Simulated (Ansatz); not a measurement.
MnPt2 under changes of volume

One of the cells (15.408 Å³/atom); the others are scaled copies at fixed shape and fractional positions:

```
Pt Mn
1.0
     2.85840    0.00000    0.00000
    -1.42920    2.47545    0.00000
     0.00000    0.00000    6.53250
Pt Mn
2 1
Cartesian
  1.4292 0.8252 2.0656
  0.0000 1.6503 4.4669
  0.0000 0.0000 0.0000
```

The cell comes from a database or a generator and needn't be the stable form of this composition.

| Item | Value |
| --- | --- |
| Program | Ansatz 0.2.0 |
| Functional | PBE |
| Potentials or basis | Ansatz PAW |
| Cutoff | 420 eV (not typed: the program's choice for these potentials) |
| k mesh | 11 × 11 × 4 |
| Occupations | fermi-dirac, width 0.05 eV |
| Spin | collinear spin, ferromagnetic start |
| Starting moments | [0.0, 0.0, 4.0] μB |

| volume (Å³/atom) | energy over the lowest point (meV/atom) | pressure (GPa) | moment (μB per cell) | largest force (eV/Å) |
| --- | --- | --- | --- | --- |
| 14.483 | 31.86 | 11.6 | 4.21 | 0.147 |
| 14.791 | 13.57 | 7.3 | 4.36 | 0.106 |
| 15.099 | 3.07 | 3.3 | 4.47 | 0.064 |
| 15.408 | 0.00 | -0.5 | 4.55 | 0.024 |
| 15.716 | ? | ? | ? | ? |
| 16.024 | 13.92 | -6.9 | 4.65 | 0.056 |
| 16.332 | 29.60 | -9.6 | 4.68 | 0.095 |

Problem. What does the run at 15.716 Å³/atom give?

Solution. Energy over the lowest point 3.84 meV/atom; pressure -3.8 GPa; moment 4.61 μB per cell; largest force 0.016 eV/Å.

Worked out: A Birch-Murnaghan fit of order 3 (a polynomial in V^(-2/3)) to the other rows has its minimum at 15.39 Å³/atom with B0 = V·E''(V) = 177 GPa and B' = 3.1 at fixed shape and positions, which overstates the stiffness. It gives 3.83 meV/atom at 15.716 Å³/atom, against the run's 3.84, and -dE/dV = -3.6 GPa, against -3.8. A parabola through the other rows of the moment, of slope 0.169 μB per Å³/atom there, gives 4.62 μB, against the run's 4.61.

Energies are extrapolated to zero smearing.
